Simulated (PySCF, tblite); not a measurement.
**C2H7FOSi, a small molecule taken as a stand-in for a surface group: NMR shifts, core binding energies and electronic excitations**

Aim: the NMR shifts, core binding energies and electronic excitations of `C[Si](C)(O)F`.

Computed with tblite 0.8.0 and PySCF 2.14.0; each step states its level. No surroundings beyond the atoms listed, unless a continuum is named. Atoms count from 0, parts from 1.

## (1) Starting point

12 atoms, charge 0, multiplicity 1; geometry: distance geometry start.

## (2) Geometry optimisation with GFN2-xTB

What the job is given:

```
{"job": {"kind": "relax", "xc": "GFN2-xTB", "basis": "xTB"}, "charge": 0, "multiplicity": 1}
Si    -0.127030     0.350327     0.361166
C      1.554416    -0.022484    -0.403030
C     -1.234609    -1.098718     0.025873
F     -0.035632     0.614827     2.004278
O     -0.822590     1.778841    -0.348326
H      2.305262     0.452480     0.251775
H      1.729131    -1.114427    -0.508519
H      1.585472     0.506095    -1.376515
H     -1.100905    -1.483327    -1.005782
H     -2.272465    -0.695723     0.066011
H     -1.110227    -1.877996     0.791873
H     -0.492715     2.616984     0.123070
```

Level: GFN2-xTB geometry optimisation, gas phase.

Command:

```sh
$ OMP_NUM_THREADS=1 python cluster_run.py task.json out
```

This one command runs all jobs of the session in turn.

**Question.** The jobs that follow are: PBE0-D3(BJ)/def2-SVP geometry optimisation, gas phase; GIAO PBE0/pcSseg-2 NMR shielding, non-relativistic, gas phase; delta-SCF UKS SCAN, pcX-2 on the ionised atom, pcseg-1 elsewhere, spin-free X2C; TDDFT CAM-B3LYP/def2-SVPD, vertical, gas phase, core orbitals frozen in the response. Predict: point group; rotational constants (main isotopes); ¹³C shifts against TMS (PBE0/pcSseg-2); ¹H shifts against TMS (PBE0/pcSseg-2); ²⁹Si shifts against TMS (PBE0/pcSseg-2); ¹⁹F shifts against CFCl3 (PBE0/pcSseg-2); ¹⁷O shifts against H2O (PBE0/pcSseg-2); C1s binding energies, SCAN/pcX-2; Si2p binding energies, SCAN/pcX-2; F1s binding energies, SCAN/pcX-2; O1s binding energies, SCAN/pcX-2; lowest singlet (CAM-B3LYP/def2-SVPD); brightest single state of those computed; lowest triplet; vertical ionisation energy (ΔSCF).

As calculated:

| quantity | value |
| --- | --- |
| point group | C1 |
| rotational constants (main isotopes) | 3.68, 3.40, 3.32 GHz |
| ¹³C shifts against TMS (PBE0/pcSseg-2) | -1.3, -3.4 ppm |
| ¹H shifts against TMS (PBE0/pcSseg-2) | 1.68, 0.40, 0.23, 0.14, 0.13, 0.08, 0.07 ppm |
| ²⁹Si shifts against TMS (PBE0/pcSseg-2) | 10.9 ppm |
| ¹⁹F shifts against CFCl3 (PBE0/pcSseg-2) | -138.9 ppm |
| ¹⁷O shifts against H2O (PBE0/pcSseg-2) | 66.5 ppm |
| C1s binding energies, SCAN/pcX-2 | C1 290.48, C2 290.43 eV |
| Si2p binding energies, SCAN/pcX-2 | Si0 108.05 eV |
| F1s binding energies, SCAN/pcX-2 | F3 691.87 eV |
| O1s binding energies, SCAN/pcX-2 | O4 538.68 eV |
| lowest singlet (CAM-B3LYP/def2-SVPD) | 7.88 eV (157 nm), f = 0.070 |
| brightest single state of those computed | state 4, 9.27 eV, f = 0.074 |
| lowest triplet | 7.59 eV |
| vertical ionisation energy (ΔSCF) | 11.02 eV |

In words: Over 5 steps the energy fell by 0.115 eV; of the close pairs, Si0–C2 changed most, 1.900 to 1.851 Å (PBE0/def2-SVP). At PBE0/pcSseg-2: The largest span, 103 ppm, is at F3, where the paramagnetic term is -155 ppm. The C1s levels computed lie within 0.05 eV of one another, too close to rank. The lowest singlet, at 7.88 eV, is HOMO→LUMO 0.83, HOMO−1→LUMO 0.08 and is bright; of the 6 states computed, the strongest absorption comes from state 4 at 9.27 eV. The lowest triplet lies 0.29 eV below the lowest singlet (triplets in Tamm-Dancoff, singlets in full TDDFT). ΔSCF puts the ionisation energy at 11.02 eV, 0.89 eV above −ε(HOMO). A capped cluster stands for the solid here, so long-range fields and strain are missing, and bands or shifts of the capping hydrogens have no counterpart in it.
